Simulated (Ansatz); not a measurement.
**GeH8OSi2: how energies converge with the basis set**

One table from this session's results is given with a row withheld; the runs are named, their logs left out.

The runs use Ansatz 0.2.0, Gaussian basis; one geometry, several basis sets.

The runs, in order: PBE0-D4/def2-SVP; ωB97M-V/def2-SVP; PBE0-D4/def2-QZVPP; ωB97M-V/def2-QZVPP; the functionals' def2-TZVPP values are taken from earlier runs.

## Structure used throughout

The geometry comes from an earlier relaxation with PBE0-D4 in a triple-zeta def2 set; it is a stationary point, not always the lowest conformer.

SMILES `[SiH3]O[SiH2][GeH3]`, 12 atoms, charge 0, spin multiplicity 1.

Atoms are counted from 1 here; the program's logs count them from 0.

Bond lengths: Si1–O2 1.636 Å, Si1–H5 1.487 Å, Si1–H6 1.483 Å, Si1–H7 1.487 Å, O2–Si3 1.639 Å, Si3–Ge4 2.378 Å, Si3–H8 1.490 Å, Si3–H9 1.490 Å, Ge4–H10 1.538 Å, Ge4–H11 1.538 Å, Ge4–H12 1.539 Å. Angles: O2–Si1–H5 110.1°, O2–Si1–H6 108.2°, O2–Si1–H7 110.1°, H5–Si1–H6 109.7°, H5–Si1–H7 109.0°, H6–Si1–H7 109.7°, Si1–O2–Si3 145.8°, O2–Si3–Ge4 108.8°, O2–Si3–H8 109.8°, O2–Si3–H9 109.8°, Ge4–Si3–H8 110.3°, Ge4–Si3–H9 110.3°, H8–Si3–H9 107.9°, Si3–Ge4–H10 110.9°, Si3–Ge4–H11 110.9°, Si3–Ge4–H12 110.0°, H10–Ge4–H11 108.4°, H10–Ge4–H12 108.3° and more.

Set-up of the first run:

The input, in.yaml:

```yaml
crystal:
  periodic: [false, false, false]
  atoms:
    - {symbol: Si, position_ang: [0.137320, 2.481602, 0.274936]}
    - {symbol: O, position_ang: [0.132081, 0.853743, 0.113943]}
    - {symbol: Si, position_ang: [-0.782416, -0.477172, -0.165703]}
    - {symbol: Ge, position_ang: [0.626973, -2.392025, -0.143331]}
    - {symbol: H, position_ang: [-0.725800, 2.885746, 1.415723]}
    - {symbol: H, position_ang: [1.532313, 2.916461, 0.525423]}
    - {symbol: H, position_ang: [-0.371122, 3.120385, -0.967356]}
    - {symbol: H, position_ang: [-1.833465, -0.596172, 0.883207]}
    - {symbol: H, position_ang: [-1.464828, -0.351983, -1.483952]}
    - {symbol: H, position_ang: [1.707447, -2.291028, -1.232838]}
    - {symbol: H, position_ang: [1.324014, -2.544844, 1.218806]}
    - {symbol: H, position_ang: [-0.205517, -3.659913, -0.404760]}
basis:
  gaussian: {orbitals: def2-SVP}
hamiltonian: {xc: pbe0, dispersion: d4}
output: {orbitals: {seedname: orbitals}}
```

Started as:

```console
> ansatz run in.yaml --threads 4 --pin off --events-out ev --progress --plain --max-ram 10444MiB
```

Steps of the session up to this table: PBE0-D4 in def2-SVP; ωB97M-V in def2-SVP; PBE0-D4 in def2-QZVPP; ωB97M-V in def2-QZVPP.

One table of the session follows, with a row left open; its other results are not shown here.

It belongs to the step «Functionals by basis». 

| functional | basis | HOMO (eV) | LUMO (eV) |
| --- | --- | --- | --- |
| PBE0-D4 | def2-SVP | -7.93 | -0.11 |
| PBE0-D4 | def2-TZVPP | -7.97 | -0.48 |
| PBE0-D4 | def2-QZVPP | -7.97 | -0.59 |
| ωB97M-V | def2-SVP | -9.97 | 1.78 |
| ωB97M-V | def2-TZVPP | ? | ? |
| ωB97M-V | def2-QZVPP | -10.04 | 1.00 |

Estimate the missing values for ωB97M-V, def2-TZVPP.

**Answer.** HOMO (eV): -10.04; LUMO (eV): 1.24.
